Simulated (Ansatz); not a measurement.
**UB2PLYP/STO-3G run of AlHOF (SMILES [O][AlH][F])**

Aim: the electronic atomisation energy of AlHOF at UB2PLYP/STO-3G, from 5 runs. 

Program for the calculation: Ansatz 0.2.0.

70 further runs of the same task are left out: 5 that didn't finish, 65 set aside as unsound or not needed.

**1. Starting point**

AlHOF: 4 atoms, total charge 0, spin state doublet. SMILES: `[O][AlH][F]`. Geometry: relaxed at PBE0-D4/def2-TZVP.

Bond lengths: O1–Al2 1.731 Å, Al2–F3 1.641 Å, Al2–H4 1.564 Å. Angles: O1–Al2–F3 117.5°, O1–Al2–H4 119.2°, F3–Al2–H4 123.3°.

**2. A single-point energy at UB2PLYP/STO-3G**

The input, input.yaml:

```yaml
crystal:
  periodic: [false, false, false]
  atoms:
    - symbol: O
      position_ang: [-0.128300, -1.061600, 1.299400]
    - symbol: Al
      position_ang: [0.038200, 0.026100, -0.037000]
    - symbol: F
      position_ang: [-1.126500, -0.010300, -1.192200]
    - symbol: H
      position_ang: [1.272100, 0.985600, -0.090400]
basis:
  gaussian:
    orbitals: STO-3G
total_charge: 0
magnetization:
  spin_polarized: true
  initial_magnetization: 1
hamiltonian:
  xc: {name: B2PLYP}
correlation:
  frozen_orbitals: {Al: 5, F: 1, H: 0, O: 1}
accuracy: high
```

Command:

```
$ ansatz run input.yaml --threads 1 --pin off --max-ram 2610MiB --events-out events.jsonl --progress --plain --runs-dir runs
```

The program printed:

```text
Warning: RAYON_NUM_THREADS=1 ignored (pool sized by the plan → 1); use --threads N
Functional definition: B2PLYP
  name "B2PLYP"
  parameter a = 0.53
  parameter c = 0.27
  exchange = (1 - a)*b88_x + a*exact_x
  correlation = (1 - c)*lyp_c + c*(mp2_os + mp2_ss)
356 factors; integrals over basis functions are off by at most 3.0e-8 eV
mean field evaluation 1: about -11216.4030 eV, gradient 1.9e1 eV
mean field evaluation 2: about -11216.4026 eV, gradient 1.9e1 eV
mean field evaluation 4: about -11219.5997 eV, gradient 9.4e-1 eV
mean field evaluation 8: about -11219.6325 eV, gradient 1.6e-1 eV
mean field evaluation 16: about -11219.6346 eV, gradient 2.1e-3 eV
mean field evaluation 32: about -11219.4340 eV, gradient 9.2e-1 eV
mean field -11219.63460562 eV, -412.3139668151 hartree, gradient 4.5e-8 eV, S^2 0.753785; 2 other end points of the search recorded, 0 dependent functions left out
7 core orbitals not correlated: weight in the atoms' cores, before any rotation towards them, 1.000 or more for the frozen orbitals, at most 0.000 for the correlated occupied ones
reference -11219.63461966 eV, -412.3139673311 hartree; 9, 8 occupied and 4, 5 virtual orbitals, 356 factors
second order -2.46825640 eV of doubles, -0.00000000 eV of singles
Total energy: -11220.30104889 eV, -412.3384581535 hartree
```

It took 2.8 s on 1 thread of Arm Neoverse V1, shared host; peak memory 0.13 GiB.

**3. The Al atom**

The input, job.yaml:

```yaml
crystal:
  periodic: [false, false, false]
  atoms:
    - symbol: Al
      position_ang: [0.000000, 0.000000, 0.000000]
basis:
  gaussian: {orbitals: STO-3G}
magnetization: {spin_polarized: true, initial_magnetization: 1}
hamiltonian: {xc: {name: B2PLYP}}
correlation: {frozen_orbitals: {Al: 5}}
accuracy: high
```

Run the same way, it converges to -239.20011 Eh (log not shown).

**4. The F atom, same level**

The input, in.yaml:

```yaml
crystal:
  periodic: [false, false, false]
  atoms:
    - {symbol: F, position_ang: [0.000000, 0.000000, 0.000000]}
basis:
  gaussian:
    orbitals: STO-3G
magnetization:
  spin_polarized: true
  initial_magnetization: 1
correlation:
  frozen_orbitals: {F: 1}
accuracy: high
hamiltonian:
  xc: {name: B2PLYP}
```

Command:

```
$ ansatz run in.yaml --threads 1 --pin off --max-ram 2610MiB --events-out events.jsonl --progress --plain --runs-dir runs
```

The program printed, cut to the lines that bear on the results:

```text
Warning: RAYON_NUM_THREADS=1 ignored (pool sized by the plan → 1); use --threads N
[... 6 set-up lines as earlier in the session ...]
15 factors; integrals over basis functions are off by at most 1.2e-9 eV
mean field evaluation 1: about -2671.8152 eV, gradient 1.3e-12 eV
mean field evaluation 2: about -2671.8159 eV, gradient 7.1e-12 eV
mean field -2671.81592848 eV, -98.1874243497 hartree, gradient 0.0e0 eV, S^2 0.750000; 0 other end points of the search recorded, 0 dependent functions left out
1 core orbitals not correlated: weight in the atoms' cores, before any rotation towards them, 1.000 or more for the frozen orbitals, at most 0.000 for the correlated occupied ones
reference -2671.81593295 eV, -98.1874245139 hartree; 4, 3 occupied and 0, 1 virtual orbitals, 15 factors
second order 0.00000000 eV of doubles, 0.00000000 eV of singles
Total energy: -2671.81593295 eV, -98.1874245139 hartree
```

Run time: 0.18 s. Hardware: 1 thread of Arm Neoverse V1, shared host.

**5. The H atom at the same level**

The input, run.yaml:

```yaml
crystal:
  periodic: [false, false, false]
  atoms:
    - {symbol: H, position_ang: [0.000000, 0.000000, 0.000000]}
basis:
  gaussian: {orbitals: STO-3G}
hamiltonian: {xc: {name: B2PLYP}}
correlation: {frozen_orbitals: {H: 0}}
accuracy: high
magnetization: {spin_polarized: true, initial_magnetization: 1}
```

Run the same way, it converges to -0.46478 Eh (log not shown).

**6. The O atom, same level**

The input, input.yaml:

```yaml
crystal:
  periodic: [false, false, false]
  atoms:
    - {symbol: O, position_ang: [0.000000, 0.000000, 0.000000]}
basis:
  gaussian:
    orbitals: STO-3G
magnetization:
  spin_polarized: true
  initial_magnetization: 2
hamiltonian:
  xc: {name: B2PLYP}
correlation:
  frozen_orbitals: {O: 1}
accuracy: high
```

Run the same way, it converges to -73.96694 Eh (log not shown).

**7. Outcome**

Level: UB2PLYP/STO-3G, 7 core orbitals frozen.

| quantity | value |
| --- | --- |
| molecule: total energy | -412.33846 Eh |
| molecule: ⟨S²⟩ | 0.754 |
| Al atom: total energy | -239.20011 Eh |
| Al atom: ⟨S²⟩ | 0.750 |
| F atom: total energy | -98.18742 Eh |
| F atom: ⟨S²⟩ | 0.750 |
| H atom: total energy | -0.46478 Eh |
| H atom: ⟨S²⟩ | 0.750 |
| O atom: total energy | -73.96694 Eh |
| O atom: ⟨S²⟩ | 2.000 |
| electronic atomisation energy | 14.128 eV |

Taking the molecule apart into free atoms costs 14.13 eV (1363 kJ/mol), before zero-point energy and without spin-orbit coupling. In a minimal basis such a difference can be off by several eV, whatever the method.
